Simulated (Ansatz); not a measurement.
# Lu3Zn2Ge: the cost of one run

Program: Ansatz 0.2.0. Level of theory: DFT PBE, scalar-relativistic, plane waves, PAW. These are calculated values, not measurements.

## 1. The structure to begin with

Symmetry: P4mm, No. 99, tetragonal system. Conventional cell: a = 3.622 Å, b = 3.622 Å, c = 7.882 Å, α = 90.00°, β = 90.00°, γ = 90.00°. Around Lu (site symmetry 2mm) lie 4 Lu at 2.56 Å and 4 Zn at 2.76 to 2.78 Å. Lu (site symmetry 4mm) has 5 Zn at 2.71 to 2.80 Å as nearest neighbours. Around Zn (site symmetry 4mm) lie 8 Lu at 2.71 to 2.78 Å and 1 Ge at 2.81 Å. Zn (site symmetry 4mm) is surrounded by 4 Ge at 2.70 Å and 5 Lu at 2.76 to 2.80 Å. Ge (site symmetry 4mm) is surrounded by 5 Zn at 2.70 to 2.81 Å.

Structure file:

```
CELL_PARAMETERS angstrom
3.62167 0.00000 0.00000
0.00000 3.62167 0.00000
0.00000 0.00000 7.88226
ATOMIC_POSITIONS crystal
Lu 0.50000 0.00000 0.99831
Lu 0.00000 0.50000 0.99831
Lu 0.00000 0.00000 0.37926
Zn 0.50000 0.50000 0.26656
Zn 0.00000 0.00000 0.73394
Ge 0.50000 0.50000 0.62362
```

The cell is invented: species swapped into a database cell of Zr2P3S (P4mm, No. 99), with Zn on the Zr sites, Lu on the P sites and Ge on the S sites. The dimensions are guesses.

## 2. A first look at the guess

File input.yaml:

```yaml
crystal:
  lattice:
    - [3.62166562, 0.0, 0.0]
    - [0.0, 3.62166562, 0.0]
    - [0.0, 0.0, 7.88225769]
  atoms:
    - { symbol: Lu, position: [0.5, 0.0, 0.99830878] }
    - { symbol: Lu, position: [0.0, 0.5, 0.99830878] }
    - { symbol: Lu, position: [0.0, 0.0, 0.37925726] }
    - { symbol: Zn, position: [0.5, 0.5, 0.26656356] }
    - { symbol: Zn, position: [0.0, 0.0, 0.73393774] }
    - { symbol: Ge, position: [0.5, 0.5, 0.62362391] }
basis:
  ecutwfc: 420
kpoints:
  mp_grid: { grid: [6, 6, 2] }
hamiltonian:
  xc: pbe
scf:
  occupations: { method: gaussian, width: 0.1 }
  lower_state_search: "off"
output:
  forces: true
  stress: true
  eigenvalues: true
```

The run is started by

```bash
ansatz run input.yaml --threads 1 --pin off --max-ram 2560MiB --backend cpu --events-out ev --progress --plain --runs-dir out
```

**Question.** How long does this run take on 1 thread of Arm Neoverse V2, shared host, and how much memory does it need?

About 19 s, with a peak of 0.41 GiB.
